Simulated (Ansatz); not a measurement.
# Al3Ga2N5: the cost of one run

Computed with Ansatz 0.2.0 (DFT PBE, scalar-relativistic, plane waves, PAW, unless a step's input says otherwise).

### Step 1. The system as given

The structure is trigonal, space group R-3m (No. 166). The conventional cell has a = 2.934 Å, b = 2.934 Å, c = 35.994 Å, α = 90.00°, β = 90.00°, γ = 120.00°. Around Al (site symmetry -3m) lie 6 N at 2.06 Å. Around Al (site symmetry 3m) lie 6 N at 2.05 to 2.06 Å. Ga (site symmetry 3m) is surrounded by 6 N at 2.10 to 2.11 Å. N (site symmetry 3m) has 6 Al at 2.06 Å in its first shell of neighbours. Around N (site symmetry 3m) lie 3 Al at 2.05 Å and 3 Ga at 2.11 Å. N (site symmetry -3m) is surrounded by 6 Ga at 2.10 Å.

As a file:

```
CELL_PARAMETERS angstrom
1.46690 0.84692 11.99813
-1.46690 0.84692 11.99813
0.00000 -1.69384 11.99813
ATOMIC_POSITIONS crystal
Al 0.50000 0.50000 0.50000
Al 0.10155 0.10155 0.10155
Al 0.89845 0.89845 0.89845
Ga 0.70121 0.70121 0.70121
Ga 0.29879 0.29879 0.29879
N 0.19920 0.19920 0.19920
N 0.80080 0.80080 0.80080
N 0.40295 0.40295 0.40295
N 0.00000 0.00000 0.00000
N 0.59705 0.59705 0.59705
```

The cell was relaxed beforehand at this level, from a generated guess; it needn't be the stable form of this composition. At a tolerance of 0.02 Å it has space group R-3m (No. 166); it has 8.94 Å³/atom, an uncorrected energy of -0.68 eV/atom over the elements.

### Step 2. Static run: bands, density of states and charges

input.yaml reads:

```yaml
crystal:
  lattice:
    - [1.4669048652, 0.8469179188, 11.9981290525]
    - [-1.4669048652, 0.8469179188, 11.9981290525]
    - [0.0, -1.6938358377, 11.9981290525]
  atoms:
    - { symbol: Al, position: [0.5, 0.5, 0.5] }
    - { symbol: Al, position: [0.1015460123, 0.1015460123, 0.1015460123] }
    - { symbol: Al, position: [0.8984539877, 0.8984539877, 0.8984539877] }
    - { symbol: Ga, position: [0.7012100792, 0.7012100792, 0.7012100792] }
    - { symbol: Ga, position: [0.2987899208, 0.2987899208, 0.2987899208] }
    - { symbol: "N", position: [0.1992018329, 0.1992018329, 0.1992018329] }
    - { symbol: "N", position: [0.8007981671, 0.8007981671, 0.8007981671] }
    - { symbol: "N", position: [0.4029513057, 0.4029513057, 0.4029513057] }
    - { symbol: "N", position: [0.0, 0.0, 0.0] }
    - { symbol: "N", position: [0.5970486943, 0.5970486943, 0.5970486943] }
basis:
  ecutwfc: 420
kpoints:
  mp_grid: { grid: [12, 12, 12] }
  band_path:
    path:
      - [[0.0, 0.0, 0.0], [0.5, 0.5, 0.5], [0.8300116, 0.1699884, 0.5]]
      - [[0.5, -0.1699884, 0.1699884], [0.5, 0.0, 0.0], [0.0, 0.0, 0.0], [0.3349942, -0.3349942, 0.0]]
      - [[0.6650058, 0.0, 0.3349942], [0.5, 0.0, 0.5], [0.0, 0.0, 0.0]]
    npoints: 14
hamiltonian:
  xc: pbe
scf:
  occupations: { method: gaussian, width: 0.02 }
  n_extra_bands: 25
output:
  forces: true
  stress: true
  eigenvalues: true
  populations: true
  dos: { projected: true, de: 0.02, nscf_kmesh: { grid: [18, 18, 18] } }
  bader: true
  write_density: true
  write_potential: true
  elf: true
  volumetric_format: npy
```

On the command line:

```console
$ ansatz run input.yaml --threads 4 --pin off --max-ram 8192MiB --backend cpu --events-out ev --progress --plain --runs-dir out
```

**Question.** How long does this run take on 4 threads of Intel Xeon at 2.50GHz (Skylake/Cascade Lake), shared host, and how much memory does it need?

About 2.4 min, with a peak of 1.7 GiB.
